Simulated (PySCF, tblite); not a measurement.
**C3H10FSi3 radical: geometry, infrared bands and EPR parameters**

Aim: predict the infrared bands and EPR parameters of C3H10FSi3 radical (`FC1[SiH2]C[SiH]C[SiH2]1`).

The runs use tblite 0.8.0 and PySCF 2.14.0, with density-fitted response routines of our own; the level of theory stands in each step. All values are computed, except where a source is named. Atoms are numbered from 0 throughout.

### 1 The starting structure

17 atoms, charge 0, multiplicity 2; geometry from: force field or distance geometry start.

Bonds of the start (Å): F0–C1 1.37, C1–Si2 1.87, Si2–C3 1.88, C3–Si4 1.85, Si4–C5 1.87, C5–Si6 1.87, Si6–C1 1.87, C1–H7 1.14, Si2–H8 1.48, Si2–H9 1.44, C3–H10 1.13, C3–H11 1.09, Si4–H12 1.48, C5–H13 1.12, C5–H14 1.10, Si6–H15 1.46, Si6–H16 1.46.

### 2 Optimising the geometry with GFN2-xTB

What the job is given:

```
{"job": {"kind": "relax", "xc": "GFN2-xTB", "basis": "xTB"}, "charge": 0, "multiplicity": 2}
F     -0.280700    -2.885800    -0.067700
C     -0.038700    -1.571700     0.227500
Si     1.098000    -0.738500    -1.001200
C      1.689200     0.826000    -0.145300
Si     0.241200     1.965800     0.011200
C     -1.054600     1.102700     1.038000
Si    -1.581200    -0.510200     0.248900
H      0.448400    -1.429500     1.245100
H      0.220300    -0.268700    -2.099100
H      2.174800    -1.585500    -1.453700
H      1.941700     0.486300     0.900700
H      2.569900     1.253300    -0.617800
H     -0.335700     2.213400    -1.326500
H     -0.570700     0.822700     2.006700
H     -1.950600     1.722300     1.213000
H     -1.889200    -0.255000    -1.158300
H     -2.689000    -1.135500     0.968700
```

Run with:

```console
OMP_NUM_THREADS=1 python probes_run.py task.json out
```

The driver reads the jobs from task.json and runs them one after another.

**Question.** This job is followed by: GFN2-xTB harmonic vibrations, gas phase; UKS B3LYP, pcH-1 on C F H Si, non-relativistic, mean-field spin-orbit, GIAO. Predict these results of the whole session: strongest single infrared mode (GFN2-xTB); zero-point energy (GFN2-xTB); g(iso) (B3LYP); ⟨S²⟩; largest a(iso) (averaged by class); potential on the surface of density 0.002 e/bohr³, 1st and 99th percentile.

The runs gave:

| quantity | value |
| --- | --- |
| strongest single infrared mode (GFN2-xTB) | 2249 cm⁻¹, 509 km/mol |
| zero-point energy (GFN2-xTB) | 71.0 kcal/mol |
| g(iso) (B3LYP) | 2.00329 |
| ⟨S²⟩ | 0.751 (exact 0.75) |
| largest a(iso) (averaged by class) | 29Si on Si4, -494.6 MHz |
| potential on the surface of density 0.002 e/bohr³, 1st and 99th percentile | -1.12 V and 1.22 V |

What this shows: Over 71 steps the energy fell by 0.617 eV; of the close pairs, C3–Si4 changed most, 1.849 to 1.905 Å. All 45 modes are real, so the xTB geometry is a minimum. The strongest single mode, at 2249 cm⁻¹, moves mainly H8 and H15. GFN2-xTB is a fitted tight-binding method: band positions and strengths are rough. Its intensities can rank the bands wrongly. Si4 carries the largest spin population, 0.92 e. The isotropic g lies 1.0 ppt above the free-electron value. These values are for one conformer; the search (at its own cheap level) found 2 more, at 0.12, 1.43 kcal/mol, and measured spectra average over such forms.
